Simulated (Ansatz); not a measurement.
Crystal: MnHg.

```
CELL_PARAMETERS angstrom
3.28800 0.00000 0.00000
0.00000 3.28800 0.00000
0.00000 0.00000 3.31300
ATOMIC_POSITIONS crystal
Hg 0.00000 0.00000 0.00000
Mn 0.50000 0.50000 0.50000
```

Alike in all runs: program Ansatz 0.2.0; functional PBE; potentials or basis Ansatz PAW; cutoff 420 eV (not typed: the program's choice for these potentials); k mesh 7 × 7 × 7; occupations fermi-dirac, width 0.05 eV.

Question: Only the start or the spin constraint differs. Which run ends lowest in energy?
A. collinear spin, program default start; fixed moment 0
B. collinear spin, ferromagnetic start of up to 2 μB; fixed moment 2
C. collinear spin, ferromagnetic start of up to 3 μB; fixed moment 3
D. collinear spin, ferromagnetic start of up to 1 μB; fixed moment 1
E. collinear spin, ferromagnetic start of up to 4 μB; fixed moment 4
F. collinear spin, ferromagnetic start of up to 5 μB; fixed moment 5

Answer: E.

```tsv
start	free energy over the lowest (meV/atom)	net moment (μB)	site or absolute moments (μB)	gap
collinear spin, ferromagnetic start of up to 4 μB; fixed moment 4	0.0	4.00	Hg -0.01; Mn +3.93	-
collinear spin, ferromagnetic start of up to 3 μB; fixed moment 3	103.7	3.00	Hg -0.09; Mn +3.19	-
collinear spin, ferromagnetic start of up to 2 μB; fixed moment 2	353.4	2.00	Hg -0.08; Mn +2.20	-
collinear spin, ferromagnetic start of up to 8 μB; fixed moment 8	4513.7	8.00	Hg +0.97; Mn +5.36	-
collinear spin, ferromagnetic start of up to 1 μB; fixed moment 1	590.3	1.00	Hg -0.05; Mn +1.13	-
collinear spin, ferromagnetic start of up to 6 μB; fixed moment 6	1146.9	6.00	Hg +0.42; Mn +4.78	-
collinear spin, program default start; fixed moment 0	688.9	0.00	-	-
collinear spin, ferromagnetic start of up to 5 μB; fixed moment 5	312.5	5.00	Hg +0.19; Mn +4.41	-
```

All polarised runs hold their moment fixed, so the table maps the energy against it. A still lower state may exist.

Caveats: the total moment is fixed, so each spin has its own Fermi level.
